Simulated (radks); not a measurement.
**W⁴⁺ in [Xe] 4f14 5d2: an all-electron calculation**

What are the levels of the tungsten ion W4+, how large are its shells, and how does its energy divide?

The numbers are computed with radks (a radial shooting solver on a logarithmic mesh, Libxc functionals) version 1 (scalar-relativistic Kohn-Sham, BLYP, spin-polarised, spherical densities, point nucleus; open shells are filled with parallel spins first), except any that are marked as measured or tabulated.

## 1. The system

- element: tungsten (Z = 74)
- charge: +4
- electrons: 70
- configuration: [Xe] 4f14 5d2

The outer shells:

W⁴⁺
```
[Xe] core
4f [↑↓][↑↓][↑↓][↑↓][↑↓][↑↓][↑↓]
5d [↑ ][↑ ][  ][  ][  ]
```

## 2. Self-consistent calculation

The run's settings:

```text
Z 74
configuration [Xe] 4f14 5d2 6s0 6p0
relativity scalar-relativistic
functional b88,lyp
spin polarised
nucleus point
c 137.035999084
```

Command:

```bash
$ python run_ks.py task.json out
```

This one command runs every case of the session in turn.

What does the calculation give?

The runs gave:

```
                        quantity                   value
                    total energy     -16140.2924 hartree
exchange-correlation share of it                  2.00 %
                            −T/E                  1.1021
          highest occupied level       5d up, -44.151 eV
    most extended occupied level  5d up, <r> = 1.67 bohr
 radius at density 0.001 e/bohr³               3.15 bohr
    maxima of the radial density                       4
         ionisation energy, NIST     51.6 (semi-emp.) eV
```

The radial density shows 4 maxima for 5 occupied principal shells; where shells overlap, one shows as a shoulder or not at all. Relativity lifts −T/E to 1.102. The top level binds by 44.151 eV, 86 % of the NIST ionisation energy of 51.6 eV; the potential of a semilocal functional falls off too fast, so its top eigenvalue is too shallow. Open shells are spherical and high-spin; term and fine-structure splittings are not resolved. Spin-orbit splitting is averaged out at the scalar-relativistic level.
